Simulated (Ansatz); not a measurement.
# Zn4SeS3: the cost of one run

Computed with Ansatz 0.2.0 (DFT PBE, scalar-relativistic, plane waves, PAW, unless a step's input says otherwise).

2 further runs of the same task are left out: 1 that didn't finish, 1 set aside as unsound or not needed. Runs told in other sessions of the task aren't counted.

### Step 1. The starting structure

The structure is cubic, space group P-43m (No. 215). Conventional cell: a = 5.516 Å, b = 5.516 Å, c = 5.516 Å, α = 90.00°, β = 90.00°, γ = 90.00°. Around Zn (site symmetry 3m) lie 3 S at 2.37 Å and 1 Se at 2.45 Å. Around Se (site symmetry -43m) lie 4 Zn at 2.45 Å. S (site symmetry -42m) is surrounded by 4 Zn at 2.37 Å.

Structure file:

```
CELL_PARAMETERS angstrom
5.51558 0.00000 0.00000
0.00000 5.51558 0.00000
0.00000 0.00000 5.51558
ATOMIC_POSITIONS crystal
Zn 0.74361 0.74361 0.74361
Zn 0.74361 0.25639 0.25639
Zn 0.25639 0.74361 0.25639
Zn 0.25639 0.25639 0.74361
Se 0.00000 0.00000 0.00000
S 0.50000 0.50000 0.00000
S 0.50000 0.00000 0.50000
S 0.00000 0.50000 0.50000
```

The cell was relaxed beforehand at this level, from a generated guess; it needn't be the stable form of this composition. At a tolerance of 0.02 Å it has space group P-43m (No. 215); it has 20.97 Å³/atom, an uncorrected energy of -0.79 eV/atom over the elements.

### Step 2. Electronic structure at the relaxed geometry

Input file input.yaml:

```yaml
crystal:
  lattice:
    - [5.5155751, 0.0, 0.0]
    - [0.0, 5.5155751, 0.0]
    - [0.0, 0.0, 5.5155751]
  atoms:
    - { symbol: Zn, position: [0.743606, 0.743606, 0.743606] }
    - { symbol: Zn, position: [0.743606, 0.256394, 0.256394] }
    - { symbol: Zn, position: [0.256394, 0.743606, 0.256394] }
    - { symbol: Zn, position: [0.256394, 0.256394, 0.743606] }
    - { symbol: Se, position: [0.0, 0.0, 0.0] }
    - { symbol: S, position: [0.5, 0.5, 0.0] }
    - { symbol: S, position: [0.5, 0.0, 0.5] }
    - { symbol: S, position: [0.0, 0.5, 0.5] }
basis:
  ecutwfc: 420
kpoints:
  mp_grid: { grid: [6, 6, 6] }
  band_path:
    path:
      - [[0.0, 0.0, 0.0], [0.0, 0.5, 0.0], [0.5, 0.5, 0.0], [0.0, 0.0, 0.0], [0.5, 0.5, 0.5], [0.0, 0.5, 0.0]]
      - [[0.5, 0.5, 0.5], [0.5, 0.5, 0.0]]
    npoints: 14
hamiltonian:
  xc: pbe
scf:
  occupations: { method: gaussian, width: 0.02 }
  n_extra_bands: 20
output:
  forces: true
  stress: true
  eigenvalues: true
  populations: true
  dos: { projected: true, de: 0.02, nscf_kmesh: { grid: [9, 9, 9] } }
  bader: true
```

Started as:

```console
ansatz run input.yaml --threads 4 --pin off --max-ram 8192MiB --backend cpu --events-out ev --progress --plain --runs-dir out
```

What time and memory should one allow on 4 threads of Arm Neoverse V2, shared host?

About 47 s, with a peak of 0.88 GiB.
